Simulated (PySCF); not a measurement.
# C3H6OSi: the cost of one run

Programs: PySCF 2.14.0, with density-fitted response routines of our own. Each step states its level of theory. These are calculated values for one molecule in the gas phase, unless marked as measured. Atoms are numbered from 0 throughout.

## 1. Starting geometry

11 atoms, charge 0, multiplicity 1; geometry from: GFN2-xTB.

Bonds of the start (Å): C0–C1 1.20, C1–C2 1.44, C2–Si3 1.92, Si3–O4 1.62, C0–H5 1.05, C2–H6 1.09, C2–H7 1.09, Si3–H8 1.46, Si3–H9 1.46, O4–H10 0.95.

## 2. TDDFT and polarisability: CAM-B3LYP/def2-SVPD

The job: settings as JSON, then the geometry in Å.

```
{"job": {"kind": "uv", "xc": "CAM-B3LYP", "basis": "def2-SVPD", "nstates": 8, "ntriplets": 3}, "charge": 0, "multiplicity": 1}
C      2.316445     0.494461     0.180382
C      1.362179    -0.224874     0.097069
C      0.169758    -1.029582     0.006812
Si    -1.357299     0.056229    -0.398525
O     -1.479894     1.278146     0.664713
H      3.178764     1.087299     0.249557
H      0.313123    -1.793274    -0.758459
H      0.023037    -1.545243     0.958887
H     -1.211787     0.569056    -1.762496
H     -2.590135    -0.686441    -0.176911
H     -0.718767     1.796895     0.913006
```

Level: TDDFT CAM-B3LYP/def2-SVPD, vertical, gas phase, core orbitals frozen in the response.

Started as:

```console
$ OMP_NUM_THREADS=1 python probes_run.py task.json out
```

This one command runs all jobs of the session in turn.

**Question.** How long does this first job take on 1 thread of Arm Neoverse V1, shared host, and how much memory does it need?

About 23 s, with a peak of 0.68 GiB.
